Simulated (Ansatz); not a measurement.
# SiH2Br (doublet): wB97M-V, B2PLYP, RPA-PBE over a scan of the distance Br1–H2 along a hydrogen transfer, cc-pVTZ

An exercise on one series of results from a longer session: the logs are not shown, and one member is left open.

The runs use Ansatz 0.2.0, Gaussian basis; cc-pVTZ, all electrons in the functionals, frozen cores in the correlation of double hybrids and RPA.

Plan: wB97M-V, B2PLYP, RPA-PBE, at 1.421 Å; 1.536 Å; 1.767 Å; 1.999 Å; 2.230 Å.

### The system

The geometry derives from fragments relaxed apart (PBE0/def2-TZVP) and kept rigid, so it is no stationary point. A hydrogen atom is moved between rigid fragments. No spin-orbit coupling is included. The filled d shell of Br may be among the frozen orbitals whatever the setting's name suggests; the logs give the count.

4 atoms, charge 0, spin multiplicity 2.

Atoms are counted from 1 here; the program's logs count them from 0.

Bond lengths: Br1–H2 1.421 Å, Si3–H4 1.532 Å.

No dispersion term is added; wB97M-V holds VV10 nonlocal correlation.

The geometry shown and the zero of energy belong to the point 1.421 Å. The yardstick, UCCSDT(Q), and other wave-function levels (R restricted, U unrestricted, valence and pair active spaces) come from earlier runs.

Set-up of the first run:

File in.yaml:

```yaml
crystal:
  periodic: [false, false, false]
  atoms:
    - {symbol: Br, position_ang: [-2.289259, 0.369878, 0.000000]}
    - {symbol: H, position_ang: [-0.868659, 0.369878, 0.000000]}
    - {symbol: Si, position_ang: [1.380741, 0.369878, 0.000000]}
    - {symbol: H, position_ang: [1.777176, -1.109635, 0.000000]}
basis:
  gaussian: {orbitals: cc-pVTZ}
magnetization: {spin_polarized: true, initial_magnetization: 1}
hamiltonian: {xc: {name: wB97M-V}}
output: {forces: true, orbitals: {seedname: orbitals}}
```

Launch:

```sh
ansatz run in.yaml --threads 2 --pin off --events-out ev --progress --plain --max-ram 16896MiB --backend cuda --devices 0, --max-vram 18GiB
```

Steps of the session up to this table: wB97M-V, 1.421 Å; wB97M-V, 1.536 Å; wB97M-V, 1.767 Å; wB97M-V, 1.999 Å; wB97M-V, 2.230 Å; B2PLYP, 1.421 Å; B2PLYP, 1.536 Å; B2PLYP, 1.767 Å; B2PLYP, 1.999 Å; B2PLYP, 2.230 Å; RPA-PBE, 1.421 Å; RPA-PBE, 1.536 Å; RPA-PBE, 1.767 Å; RPA-PBE, 1.999 Å; RPA-PBE, 2.230 Å.

One table of the session follows, with a row left open; its other results are not shown here.

```
    level  1.536 Å  1.999 Å  2.230 Å
UCCSDT(Q)      3.5     38.4     54.4
  wB97M-V      1.8     30.2     45.4
   B2PLYP      0.6     28.4     49.3
  RPA-PBE        ?        ?        ?
```

**Question.** Estimate the row for RPA-PBE.

The run gave: 1.536 Å: 3.8; 1.999 Å: 32.9; 2.230 Å: 43.8. In the column «1.536 Å» it is the highest.

Limits of these values: Energies in kJ/mol, counted from 1.421 Å; blanks weren't run or aren't comparable.
